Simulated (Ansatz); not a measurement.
# CH₅FOSeSi: up Jacob's ladder to CCSD(T)

One table from this session's results is given with a row withheld; the runs are named, their logs left out.

The runs use Ansatz 0.2.0, Gaussian basis; functionals in def2-TZVPP, the program's frozen cores in correlated methods.

Plan: PBE-D4, r2SCAN-D4, PBE0-D4, B3LYP-D4, ωB97X-V, ωB97M-V, B2PLYP; CCSD(T)/def2-TZVPP; MP2/def2-QZVPP; extrapolation to the limit.

**Structure used throughout**

An earlier PBE0-D4 in a triple-zeta def2 set relaxation fixed the geometry.

SMILES `FCO[SiH2][SeH]`, 10 atoms, charge 0, spin multiplicity 1.

Atoms are counted from 1 here; the program's logs count them from 0.

Bond lengths: F1–C2 1.376 Å, C2–O3 1.374 Å, C2–H6 1.092 Å, C2–H7 1.096 Å, O3–Si4 1.653 Å, Si4–Se5 2.273 Å, Si4–H8 1.477 Å, Si4–H9 1.480 Å, Se5–H10 1.469 Å. Angles: F1–C2–O3 110.4°, F1–C2–H6 107.8°, F1–C2–H7 107.0°, O3–C2–H6 108.4°, O3–C2–H7 111.5°, H6–C2–H7 111.8°, C2–O3–Si4 125.6°, O3–Si4–Se5 112.6°, O3–Si4–H8 104.0°, O3–Si4–H9 112.0°, Se5–Si4–H8 111.4°, Se5–Si4–H9 104.5°, H8–Si4–H9 112.4°, Si4–Se5–H10 92.8°.

Set-up of the first run:

in.yaml reads:

```yaml
crystal:
  periodic: [false, false, false]
  atoms:
    - {symbol: F, position_ang: [-1.921539, 0.855186, 0.785735]}
    - {symbol: C, position_ang: [-0.620460, 0.753936, 1.222226]}
    - {symbol: O, position_ang: [-0.089276, -0.461201, 0.863351]}
    - {symbol: Si, position_ang: [0.112218, -1.003895, -0.685494]}
    - {symbol: Se, position_ang: [1.118336, 0.532185, -2.025351]}
    - {symbol: H, position_ang: [-0.628765, 0.817317, 2.312445]}
    - {symbol: H, position_ang: [-0.066279, 1.584305, 0.770551]}
    - {symbol: H, position_ang: [0.942514, -2.215584, -0.535218]}
    - {symbol: H, position_ang: [-1.181175, -1.283783, -1.347158]}
    - {symbol: H, position_ang: [2.417525, 0.370534, -1.358089]}
basis:
  gaussian: {orbitals: def2-TZVPP}
hamiltonian: {xc: pbe, dispersion: d4}
output: {forces: true, orbitals: {seedname: orbitals}}
```

The run is started by

```console
$ ansatz run in.yaml --threads 4 --pin off --events-out ev --progress --plain --max-ram 10444MiB
```

Among the steps run: PBE-D4 (GGA); r2SCAN-D4 (meta-GGA); PBE0-D4 (hybrid); B3LYP-D4 (hybrid); ωB97X-V (range-separated); ωB97M-V (range-separated); B2PLYP (double hybrid); CCSD(T) in def2-TZVPP; MP2 in def2-QZVPP.

One of the session's tables, all rows but one given; the rest of the session is left out.

It belongs to the step «Atomisation energies». 

```
            method  atomisation energy (kJ/mol)
            PBE-D4                       3513.3
         r2SCAN-D4                       3468.5
           PBE0-D4                       3439.2
          B3LYP-D4                       3445.1
           ωB97X-V                       3476.5
           ωB97M-V                       3460.6
            B2PLYP                       3410.4
     HF/def2-TZVPP                       2453.5
    MP2/def2-TZVPP                       3433.0
   CCSD/def2-TZVPP                            ?
CCSD(T)/def2-TZVPP                       3368.2
           MP2/CBS                       3538.0
       CCSD(T)/CBS                       3473.2
```

**Question.** Estimate the row for CCSD/def2-TZVPP.

The run gave: atomisation energy (kJ/mol): 3312.9. In the column «atomisation energy (kJ/mol)» it lies between HF/def2-TZVPP (2453.5) and CCSD(T)/def2-TZVPP (3368.2).

Caveats from the session: Free atoms (1 F, 1 C, 1 O, 1 Si, 1 Se, 5 H) were run apart at each level; the atomisation energy is their sum less the molecule, without zero-point or spin-orbit terms.
